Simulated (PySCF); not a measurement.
**Ti(OH)₂: relaxation and vibrations of the triplet**

Where does triplet Ti(OH)₂ go from a PBE minimum start, is the end point a minimum, and what are its modes, charges and moments?

Program: PySCF 2.14.0. Level of theory: PBE, basis Ti def2-SVP, O def2-SVP, H def2-SVP, no relativity, density fitting. These are calculated values, not measurements.

### Step 1. Where the work starts

5 atoms, charge 0, spin multiplicity 3.

Bond lengths: Ti1–O2 1.801 Å, Ti1–O3 1.801 Å, O2–H4 0.968 Å, O3–H5 0.968 Å. Angles: O2–Ti1–O3 151.5°, Ti1–O2–H4 159.1°, Ti1–O3–H5 159.1°.

Z-matrix (Å, degrees; charge 0 multiplicity 3):
```
Ti
O  1 1.8005
O  1 1.8005 2 151.49
H  2 0.9680 1 159.10 3 0.00
H  3 0.9680 1 159.10 2 0.00
```

### Step 2. The SCF at the typed geometry

The steps below are one call of a driver around PySCF. For each, scf.py gives the equivalent set-up of the SCF; relaxations use the driver's own optimiser. After this first run the driver tries any further starts and a stability analysis.

The input, scf.py:

```python
from pyscf import gto, scf, dft
mol = gto.M(atom='''
Ti     0.000007     0.000024    -0.161308
O      1.705005    -0.371849     0.282095
O     -1.705028     0.371766     0.282064
H      2.478249    -0.540556     0.839434
H     -2.478318     0.540307     0.839389''',
    basis={'Ti': 'def2-SVP', 'O': 'def2-SVP', 'H': 'def2-SVP'},
    charge=0, spin=2)
mf = dft.UKS(mol, xc='PBE')
mf.grids.atom_grid = (50, 194)
aux = {'Ti': 'def2-universal-JKFIT', 'O': 'def2-universal-JKFIT', 'H': 'def2-universal-JKFIT'}
mf = mf.density_fit(auxbasis=aux)
mf.conv_tol = 1e-08
mf.diis_space = 10
mf.max_cycle = 60
mf.init_guess = 'minao'
mf.verbose = 4
mf.kernel()
```

The run is started by

```console
$ OMP_NUM_THREADS=2 python axn.py task.json out
```

After this run come: Relaxing the triplet from the PBE minimum start; Frequencies.

What does the calculation give? Wanted: minimum; geometry; wavenumbers; dipole moment; highest occupied, lowest empty level; polar-tensor charge of Ti1; zero-point energy; atomisation energy; ⟨S²⟩.

As calculated:

| quantity | value |
| --- | --- |
| minimum | triplet, C2v |
| geometry | O–H 0.968 Å (×2), Ti–O 1.800 Å (×2); H–O–Ti 159.1° (×2), O–Ti–O 151.5° |
| wavenumbers (cm⁻¹) | 97 (a1), 392 (a1), 400 (b1), 410 (a2), 419 (b2), 702 (a1), 797 (b2), 3836 (b2), 3840 (a1) |
| dipole moment | 1.22 D |
| highest occupied, lowest empty level (either spin) | -3.25, -2.39 eV |
| polar-tensor charge of Ti1 | +0.85 e |
| zero-point energy | 65.2 kJ/mol |
| entropy at 298.15 K | 294.4 J/(mol K) |
| atomisation energy (no zero-point energy) | 1960 kJ/mol |
| ⟨S²⟩ | 2.007 |

In words: The PBE minimum start keeps its C2v symmetry and ends in a minimum. The strongest infrared band lies at 3836 cm⁻¹ (b2). Most of the spin sits on Ti1 (Mulliken spin 2.12, against 2 for the whole molecule). Only this shape and spin were tried, so other structures or states may lie lower. One determinant may miss the lowest occupation of an open d or f shell.
